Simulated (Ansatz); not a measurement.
This script makes a comparison of norm-conserving and PAW potentials of Ti₃Al, space group Fm-3m with Ansatz 0.2.0, Python API.

Contents of `POSCAR`:
```text
Ti3Al
1.0
   0.00000000    3.23178100    3.23178100
   3.23178100    0.00000000    3.23178100
   3.23178100    3.23178100    0.00000000
Ti Al
3 1
Direct
   0.75000000    0.75000000    0.75000000
   0.25000000    0.25000000    0.25000000
   0.00000000    0.00000000    0.00000000
   0.50000000    0.50000000    0.50000000
```

`nc_paw_ti3al.py`:
```python
"""Norm-conserving against PAW potentials for Ti3Al."""

import ansatz as az
from ase.io import read
import numpy as np

XC = "pbesol"
WIDTH_EV = 0.15


def count_gap(report):
    # lowest empty less highest filled band, counting bands; zero where they overlap
    return max(report.get("gap_by_band_count_ev") or 0.0, 0.0)

atoms = read("POSCAR", format="vasp")
ti3al = az.Crystal.from_ase(atoms)

setup = (
    ti3al.calculation()
    .functional(XC)
    .kpoints(6)  # sampling of the Brillouin zone
    .occupations(az.OccupationsMethod.FERMI_DIRAC, width=WIDTH_EV)  # smearing steadies the SCF of a metal
    .stress()  # positive in compression
    .forces()  # eV per angstrom
    .band_table()  # levels at the mesh points
)
variants = {
    "PAW": setup.pseudopotentials("paw"),
    "norm-conserving": setup.pseudopotentials("nc"),
}
# totals differ by the cores that each treatment holds, so compare what does not depend on them
rows = []
for label, variant in variants.items():
    rep = variant.run().report
    levels = np.array(rep["eigenvalues_ev"][0]) - rep["fermi_energy_ev"]
    print(label, "levels at the first k-point near E_F:", np.round(levels[np.abs(levels) < 5], 3))
    rows.append((label, rep["n_electrons"], np.trace(rep["stress_gpa"]) / 3, count_gap(rep)))
lines = [",".join(["treatment", "electrons in bands", "P GPa", "gap by band count eV"])] + [",".join(f"{v:.4f}" if isinstance(v, float) else str(v) for v in row) for row in rows]
print("\n".join(lines))
with open("nc_paw.csv", "w") as handle:
    handle.write("\n".join(lines) + "\n")
```

How well do the two treatments of the cores agree on the pressure?

PAW gives -4.223 GPa and norm-conserving -4.221 GPa, 0.002 GPa apart. They took 2.6 and 10.5 s of processor time.

The output:

```console
$ python nc_paw_ti3al.py
DeckWarning: basis.ecutwfc = 420 eV, auto-derived from the records' recommended cutoffs: set by Ti (normal level)
PAW levels at the first k-point near E_F: [-1.697 -1.697 -1.697 -1.634 -1.634  0.021  0.021  0.021  2.247  2.247
  2.247  2.922]
DeckWarning: basis.ecutwfc = 1142.878222 eV, auto-derived from the records' recommended cutoffs: set by Ti (normal level)
norm-conserving levels at the first k-point near E_F: [-1.703 -1.703 -1.703 -1.635 -1.635  0.021  0.021  0.021  2.25   2.25
  2.25   2.922]
treatment,electrons in bands,P GPa,gap by band count eV
PAW,39.0000,-4.2234,0.0000
norm-conserving,39.0000,-4.2210,0.0000
```
(Warnings from the package without file and line.)

The computed bands are complete only to about 1.9 eV above the Fermi level. The mesh is modest for a metal, so energies can be off by several to tens of meV an atom and pressures by half a GPa or more; differences at equal mesh fare better. A Fermi-Dirac width this large means warm electrons, whose thermal share enters the free energy. A gap by band count of zero or less means overlapping bands, a metal, and at an odd count of electrons it is no gap at all. The structure comes from a database of computed cells and needn't be a stable or known phase. Gaps and levels are Kohn-Sham values on a finite set of k-points. Stress is positive in compression. Run time: 14 s on 1 thread of Arm Neoverse N1, on a shared host, peak memory 0.59 GiB.
